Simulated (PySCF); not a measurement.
# InN (triplet): changing the method

Starting from one script, swap the method and compare what comes out for InN (triplet).

The runs use PySCF 2.14.0; each script names its method and basis.

6 further runs of the same task are left out: 1 for a known fault of the program, 5 that didn't finish.

## Step 1: Starting geometry

InN (triplet): 2 atoms, charge 0, spin multiplicity 3.

Bond lengths: In1–N2 2.352 Å.

## Step 2: The base run

Input file input.py:

```python
from pyscf import gto, scf, tdscf

mol = gto.M(
    atom='In 0 0 0; N 0 0 2.352',
    basis='crenbl',
    ecp={'In': 'crenbl', 'N': 'crenbl'},
    charge=0,
    spin=2,
    verbose=3,
)
mf = scf.UHF(mol)
mf.kernel()
td = tdscf.TDHF(mf)
td.nstates = 5
td.kernel()
td.analyze(verbose=3)
mf.dip_moment()
print('orbital energies (hartree):', [e[max(0, n-3):n+3].round(4) for e, n in zip(mf.mo_energy, mol.nelec)])
```

On the command line:

```console
$ python input.py
```

The log of this run is left out.

Base result: E(SCF) = -66.270847 Eh, ⟨S²⟩ = 2.140, μ = 2.96 D, excitations 0.32, 0.32, 1.84, 1.84, 2.97 eV.

The bond length is a typed value, not an optimised one. The triplet is typed in the script; nothing here shows that it is the ground state.

## Step 3: Frequency run

Run 1 changes step after the SCF: tddft → frequency.

Input file input.py:

```python
from pyscf import gto, scf
from pyscf.hessian import thermo

mol = gto.M(
    atom='In 0 0 0; N 0 0 2.352',
    basis='crenbl',
    ecp={'In': 'crenbl', 'N': 'crenbl'},
    charge=0,
    spin=2,
    verbose=3,
)
mf = scf.UHF(mol)
mf.kernel()
hess = mf.Hessian().kernel()
print('wavenumber (cm^-1) =', thermo.harmonic_analysis(mol, hess)['freq_wavenumber'].round(1))
mf.dip_moment()
print('orbital energies (hartree):', [e[max(0, n-3):n+3].round(4) for e, n in zip(mf.mo_energy, mol.nelec)])
```

On the command line:

```console
$ python input.py
```

## Step 4: Number of roots 10

Run 2 changes number of roots: 5 → 10.

input.py: that of step 2 with these lines changed.

```diff
@@ -13,3 +13,3 @@
 td = tdscf.TDHF(mf)
-td.nstates = 5
+td.nstates = 10
 td.kernel()
```

## Step 5: RHF

Run 3 changes SCF type: UHF → RHF.

input.py: that of step 2 with these lines changed.

```diff
@@ -10,3 +10,3 @@
 )
-mf = scf.UHF(mol)
+mf = scf.RHF(mol)
 mf.kernel()
@@ -17,2 +17,2 @@
 mf.dip_moment()
-print('orbital energies (hartree):', [e[max(0, n-3):n+3].round(4) for e, n in zip(mf.mo_energy, mol.nelec)])
+print('orbital energies (hartree):', mf.mo_energy[..., max(0, mol.nelec[1]-3):mol.nelec[0]+3].round(4))
```

Q: Predict the outcome of this session. Wanted: for each run, E(SCF); from base; SCF dipole; after the SCF.

The runs gave:

```
               run  E(SCF) (hartree)  from base (eV)  SCF dipole (D)              after the SCF
              base        -66.270847               0            2.96  lowest root found 0.32 eV
     frequency run        -66.270847          0.0000            2.96      highest mode 228 cm⁻¹
number of roots 10        -66.270847          0.0000            2.96  lowest root found 0.32 eV
               RHF        -66.263520         +0.1994            3.56  lowest root found 0.35 eV
```

Total energies from different bases, Hamiltonians or methods carry different errors, so properties are taken as differences within one set-up.
